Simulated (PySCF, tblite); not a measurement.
**ClH4OSi2 radical, a cluster model of a defect (Si site with back bonds [SiH3], Cl, [H]): EPR parameters**

What EPR parameters should one expect for `[O][SiH]([SiH3])Cl`? It is drawn as: oxygen hole.

Programs: tblite 0.8.0 and PySCF 2.14.0. All values are calculated, for the isolated system unless a continuum is named. Atoms count from 0, parts from 1.

## 1. Starting point

8 atoms, charge 0, multiplicity 2; geometry: distance geometry start.

## 2. Geometry optimisation with GFN2-xTB

The job: settings as JSON, then the geometry in Å.

```
{"job": {"kind": "relax", "xc": "GFN2-xTB", "basis": "xTB"}, "charge": 0, "multiplicity": 2}
Si     1.167274    -0.344014     0.328474
Si    -0.789334    -0.119391    -0.673462
Cl     2.580917    -1.192749    -1.041023
O      0.992501    -1.366369     1.721030
H      1.648559     0.945473     0.724573
H     -1.552261    -1.294610    -0.498459
H     -1.510348     0.967619    -0.114955
H     -0.598252     0.099932    -2.055496
```

With the program's defaults for keys left out, this is: GFN2-xTB geometry optimisation, gas phase.

The run is started by

```
> OMP_NUM_THREADS=1 python cluster_run.py task.json out
```

The driver reads the jobs from task.json and runs them one after another.

Standard output:

```text
step      E/eV     max force
  0    -383.93358    7.950
  1    -385.10658    2.704
  2    -385.16637    4.237
  3    -385.30761    0.958
  4    -385.35761    0.643
  5    -385.37471    0.675
  6    -385.38619    0.471
  7    -385.39625    0.230
  8    -385.39959    0.187
  9    -385.40118    0.127
 10    -385.40259    0.160
 11    -385.40434    0.170
 12    -385.40622    0.186
 13    -385.40754    0.139
 14    -385.40811    0.065
 15    -385.40841    0.064
 16    -385.40890    0.098
 17    -385.40963    0.136
 18    -385.41056    0.126
 19    -385.41135    0.088
 20    -385.41177    0.048
 21    -385.41195    0.044
 22    -385.41206    0.041
 23    -385.41215    0.032
 24    -385.41228    0.032
 25    -385.41243    0.034
 26    -385.41255    0.036
 27    -385.41261    0.023
 28    -385.41263    0.014
 29    -385.41266    0.020
 30    -385.41271    0.031
 31    -385.41279    0.040
 32    -385.41290    0.040
 33    -385.41299    0.029
 34    -385.41304    0.025
 35    -385.41309    0.030
 36    -385.41317    0.044
 37    -385.41328    0.050
 38    -385.41338    0.035
 39    -385.41343    0.016
 40    -385.41346    0.017
 41    -385.41349    0.022
 42    -385.41355    0.043
 43    -385.41369    0.070
 44    -385.41397    0.092
 45    -385.41432    0.084
 46    -385.41459    0.042
 47    -385.41473    0.035
 48    -385.41482    0.035
 49    -385.41499    0.052
 50    -385.41536    0.086
 51    -385.41600    0.109
 52    -385.41659    0.082
 53    -385.41696    0.098
 54    -385.41705    0.073
 55    -385.41743    0.044
 56    -385.41760    0.047
 57    -385.41833    0.070
 58    -385.41918    0.078
 59    -385.42063    0.076
 60    -385.42167    0.063
 61    -385.42200    0.032
 62    -385.42171    0.113
 63    -385.42218    0.013
 64    -385.42221    0.014
 65    -385.42232    0.040
 66    -385.42238    0.025
 67    -385.42250    0.017
 68    -385.42253    0.011
 69    -385.42255    0.011
 70    -385.42256    0.013
 71    -385.42258    0.013
 72    -385.42262    0.022
 73    -385.42269    0.026
 74    -385.42278    0.024
 75    -385.42284    0.010
 76    -385.42285    0.005
```

Wall time 1.3 s (1 thread of Arm Neoverse N1, shared host).

Relaxation path:

```
step  energy from step 0 (eV)  largest force (eV/Å)
   0                   0.0000                7.9493
   3                  -1.3740                0.9583
   6                  -1.4526                0.4711
   9                  -1.4676                0.1274
  12                  -1.4726                0.1861
  15                  -1.4748                0.0641
  18                  -1.4770                0.1256
  21                  -1.4784                0.0441
  24                  -1.4787                0.0319
  27                  -1.4790                0.0226
  30                  -1.4791                0.0310
  33                  -1.4794                0.0298
  36                  -1.4796                0.0441
  39                  -1.4798                0.0157
  42                  -1.4800                0.0434
  45                  -1.4807                0.0837
  48                  -1.4812                0.0352
  51                  -1.4824                0.1090
  54                  -1.4835                0.0730
  57                  -1.4848                0.0703
  60                  -1.4881                0.0628
  63                  -1.4886                0.0134
  66                  -1.4888                0.0249
  69                  -1.4890                0.0114
  72                  -1.4890                0.0219
  75                  -1.4893                0.0095
  76                  -1.4893                0.0051
```

Close pairs (by a distance rule), those that changed most:

```csv
bond,before (Å),after (Å),change (Å)
Si0–Si1,2.210,2.495,+0.285
Si0–O3,1.736,1.513,-0.223
Si0–Cl2,2.143,2.048,-0.095
Si1–H7,1.412,1.459,+0.047
Si1–H5,1.412,1.454,+0.042
Si1–H6,1.419,1.457,+0.038
Si0–H4,1.432,1.456,+0.024
```

## 3. Optimising the geometry at PBE0-D3(BJ)/def2-SVP

The job: settings as JSON, then the geometry in Å.

```
{"job": {"xc": "PBE0", "basis": "def2-SVP", "d3": "d3bj", "grid": 2, "kind": "geom", "shake": 0.01}, "charge": 0, "multiplicity": 2}
Si     1.095977    -0.099480     0.734626
Si    -1.088280     0.137238    -0.504348
Cl     1.953066    -1.191292    -0.743023
O      0.718268    -0.735173     2.029501
H      1.611507     1.262764     0.561325
H     -1.621997    -1.189979    -0.709463
H     -1.896200     0.973841     0.363698
H     -0.726264     0.813529    -1.760216
```

Standard output:

```text
step   0  E = -1115.93978405  max force = 0.073663
step   1  E = -1115.95239893  max force = 0.042383
step   2  E = -1115.95469159  max force = 0.026302
step   3  E = -1115.95664417  max force = 0.005331
step   4  E = -1115.95688911  max force = 0.002993
step   5  E = -1115.95697669  max force = 0.002541
step   6  E = -1115.95706169  max force = 0.000917
step   7  E = -1115.95709678  max force = 0.000831
step   8  E = -1115.95716008  max force = 0.001280
step   9  E = -1115.95718345  max force = 0.000772
step  10  E = -1115.95719283  max force = 0.000315
optimisation converged
```

Run time: 2 min. Hardware: 1 thread of Arm Neoverse N1, shared host; peak memory 0.46 GiB.

Relaxation path:

| step | energy from step 0 (eV) | largest force component (eV/Å) |
| --- | --- | --- |
| 0 | 0.0000 | 3.7879 |
| 1 | -0.3433 | 2.1794 |
| 2 | -0.4057 | 1.3525 |
| 3 | -0.4588 | 0.2741 |
| 4 | -0.4655 | 0.1539 |
| 5 | -0.4678 | 0.1307 |
| 6 | -0.4701 | 0.0472 |
| 7 | -0.4711 | 0.0427 |
| 8 | -0.4728 | 0.0658 |
| 9 | -0.4735 | 0.0397 |
| 10 | -0.4737 | 0.0162 |

Distances of close pairs at the start and the end, largest changes first:

```
   bond  before (Å)  after (Å)  change (Å)
Si0–Si1       2.522      2.396      -0.126
 Si0–O3       1.491      1.605      +0.114
 Si1–H5       1.445      1.486      +0.041
 Si1–H6       1.451      1.487      +0.036
Si0–Cl2       2.027      2.059      +0.032
 Si1–H7       1.472      1.499      +0.027
 Si0–H4       1.467      1.487      +0.020
```

The final coordinates are the input of the step that follows.

```csv
at the end point,value
point group (found at 0.08 Å tolerance),C1
"rotational constants (GHz, main isotopes)","5.261, 2.037, 1.639"
dipole moment (D),2.16
⟨S²⟩,0.759
```

## 4. g tensor and hyperfine couplings: B3LYP/IGLO-III+pcH-1

The job: settings as JSON, then the geometry in Å.

```
{"job": {"kind": "epr"}, "charge": 0, "multiplicity": 2}
Si     1.132293    -0.005451     0.483899
Si    -1.091279     0.114118    -0.401072
Cl     2.309577    -1.201550    -0.708709
O      0.381867    -0.658768     1.743678
H      1.831372     1.298451     0.634274
H     -1.609573    -1.275387    -0.502051
H     -1.922292     0.971050     0.486292
H     -0.985038     0.729048    -1.763564
```

Method: UKS B3LYP, IGLO-III on Cl O Si, pcH-1 on H, non-relativistic, mean-field spin-orbit, GIAO.

Standard output:

```text
UKS, coarse grid
  cycle   1  E = -1116.67460877  |g| = 7.84e-01
  cycle   2  E = -1112.77760970  |g| = 2.48e+00
  cycle   3  E = -1116.91194525  |g| = 2.03e-01
  cycle   4  E = -1116.92102948  |g| = 2.26e-01
  cycle   5  E = -1116.94220368  |g| = 8.77e-02
  cycle   6  E = -1116.94483240  |g| = 5.42e-02
  cycle   7  E = -1116.94627352  |g| = 1.47e-02
  cycle   8  E = -1116.94640114  |g| = 1.68e-03
  cycle   9  E = -1116.94640340  |g| = 7.61e-04
UKS, final grid
  cycle   1  E = -1116.94635100  |g| = 1.53e-03
  cycle   2  E = -1116.94634584  |g| = 3.89e-03
  cycle   3  E = -1116.94635202  |g| = 2.22e-04
  cycle   4  E = -1116.94635205  |g| = 8.14e-05
  cycle   5  E = -1116.94635207  |g| = 5.07e-05
  cycle   6  E = -1116.94635207  |g| = 1.51e-05
E = -1116.94635207 Eh   <S^2> = 0.7578 (exact 0.7500)
g shifts (ppm)      1          2          3
  rmc          -250       -250       -250
  gc             -5         40         73
  oz_so         892       8483      10402
  total         637       8274      10225
hyperfine (MHz)  atom isotope    a_iso     a_fc   dipolar eigenvalues
    0  29Si      23.10      23.19    -20.41      9.51     10.89
    1  29Si    -142.11    -142.46    -56.22     25.77     30.44
    2  35Cl       3.08       2.78     -7.16     -6.05     13.20
    3   17O     -30.07     -28.40   -177.74     87.57     90.17
    4    1H      98.52      98.51     -2.77     -2.14      4.91
    5    1H     -10.66     -10.65     -4.21     -1.28      5.49
    6    1H      -8.94      -8.94     -4.12     -1.16      5.29
    7    1H     114.03     114.03     -4.22      0.49      3.73
```

It took 56 s on 1 thread of Arm Neoverse N1, shared host; peak memory 0.67 GiB.

Principal g values 2.00296, 2.01059, 2.01254; g(iso) = 2.00870, against 2.00232 for a free electron.

Hyperfine couplings, nucleus by nucleus at this fixed geometry (no averaging over rotations):

```
nuclei  isotope  a(iso) (MHz)  a(iso) (G, at g = 2.0023)  largest dipolar term (MHz)
   Si1     29Si        -142.1                      -50.7                       -56.2
    H7       1H         114.0                       40.7                        -4.2
    H4       1H          98.5                       35.2                         4.9
    O3      17O         -30.1                      -10.7                      -177.7
   Si0     29Si          23.1                        8.2                       -20.4
    H5       1H         -10.7                       -3.8                         5.5
    H6       1H          -8.9                       -3.2                         5.3
   Cl2     35Cl           3.1                        1.1                        13.2
```

Mulliken spin populations:

```csv
atom,value (e)
Si0,0.08
Si1,0.22
Cl2,0.02
O3,0.59
H4,0.05
H5,0.00
H6,0.00
H7,0.06
```

In first order the couplings over 0.8 MHz of 1H, 35Cl give 64 distinct lines over 86.1 G.

## 5. g tensor and hyperfine couplings: BHandHLYP/IGLO-III+pcH-1

Same as in step 4 but for these lines:

```diff
@@ -1,2 +1,2 @@
-{"job": {"kind": "epr"}, "charge": 0, "multiplicity": 2}
+{"job": {"kind": "epr", "xc": "BHandHLYP"}, "charge": 0, "multiplicity": 2}
 Si     1.132293    -0.005451     0.483899
```

With the program's defaults for keys left out, this is: UKS BHandHLYP, IGLO-III on Cl O Si, pcH-1 on H, non-relativistic, mean-field spin-orbit, GIAO.

Standard output:

```text
UKS, coarse grid
  cycle   1  E = -1116.59780777  |g| = 6.99e-01
  cycle   2  E = -1115.73145865  |g| = 1.55e+00
  cycle   3  E = -1116.82599688  |g| = 8.60e-02
  cycle   4  E = -1116.83239903  |g| = 9.15e-02
  cycle   5  E = -1116.83675763  |g| = 4.81e-02
  cycle   6  E = -1116.83943077  |g| = 2.74e-02
  cycle   7  E = -1116.84093838  |g| = 7.27e-03
  cycle   8  E = -1116.84106009  |g| = 3.60e-03
  cycle   9  E = -1116.84109485  |g| = 1.71e-03
  cycle  10  E = -1116.84110468  |g| = 7.35e-04
UKS, final grid
  cycle   1  E = -1116.84107151  |g| = 5.39e-04
  cycle   2  E = -1116.84107234  |g| = 4.33e-04
  cycle   3  E = -1116.84107273  |g| = 3.74e-04
  cycle   4  E = -1116.84107337  |g| = 1.28e-04
  cycle   5  E = -1116.84107342  |g| = 6.65e-05
  cycle   6  E = -1116.84107345  |g| = 4.57e-05
  cycle   7  E = -1116.84107346  |g| = 2.80e-05
  cycle   8  E = -1116.84107347  |g| = 2.00e-05
E = -1116.84107347 Eh   <S^2> = 0.7664 (exact 0.7500)
g shifts (ppm)      1          2          3
  rmc          -270       -270       -270
  gc            -12         42         72
  oz_so         678       9021      12674
  total         396       8793      12476
hyperfine (MHz)  atom isotope    a_iso     a_fc   dipolar eigenvalues
    0  29Si      47.94      48.06    -16.44      5.71     10.73
    1  29Si    -134.62    -134.92    -44.96     19.52     25.45
    2  35Cl       3.11       2.93     -5.13     -3.91      9.04
    3   17O     -51.87     -49.76   -210.10    103.29    106.81
    4    1H      81.55      81.54     -2.80     -2.02      4.82
    5    1H     -12.61     -12.61     -3.94     -1.38      5.32
    6    1H     -11.75     -11.74     -3.83     -1.30      5.13
    7    1H     100.34     100.34     -3.54      0.54      3.00
```

Run time: 62 s. Hardware: 1 thread of Arm Neoverse N1, shared host; peak memory 0.66 GiB.

In short: g(iso) 2.00954.

## 6. Run by run: EPR parameters

g, ⟨S²⟩ and isotropic hyperfine couplings (MHz), with basis size and wall time:

| run | g(iso) | ⟨S²⟩ | 29Si Si1 | 1H H7 | 1H H4 | 17O O3 | 29Si Si0 | functions | time |
| --- | --- | --- | --- | --- | --- | --- | --- | --- | --- |
| B3LYP/IGLO-III+pcH-1 | 2.00870 | 0.758 | -142.1 | 114.0 | 98.5 | -30.1 | 23.1 | 207 | 56 s |
| BHandHLYP/IGLO-III+pcH-1 | 2.00954 | 0.766 | -134.6 | 100.3 | 81.5 | -51.9 | 47.9 | 207 | 62 s |

## 7. Outcome

| quantity | value |
| --- | --- |
| point group | C1 |
| rotational constants (main isotopes) | 5.26, 2.04, 1.64 GHz |
| g(iso) (B3LYP) | 2.00870 |
| ⟨S²⟩ | 0.758 (exact 0.75) |
| largest a(iso) | 29Si on Si1, -142.1 MHz |

Relaxing lowered the energy by 0.474 eV in 10 steps; the close pair that moved most is Si0–Si1, from 2.522 to 2.396 Å (PBE0/def2-SVP). No frequency check was run at this level, so the end point may be a saddle. O3 carries the largest spin population, 0.59 e. The isotropic g lies 6.4 ppt above the free-electron value. The coupling of 29Si on Si1 runs from -142.1 (B3LYP/IGLO-III+pcH-1) to -134.6 MHz (BHandHLYP/IGLO-III+pcH-1).
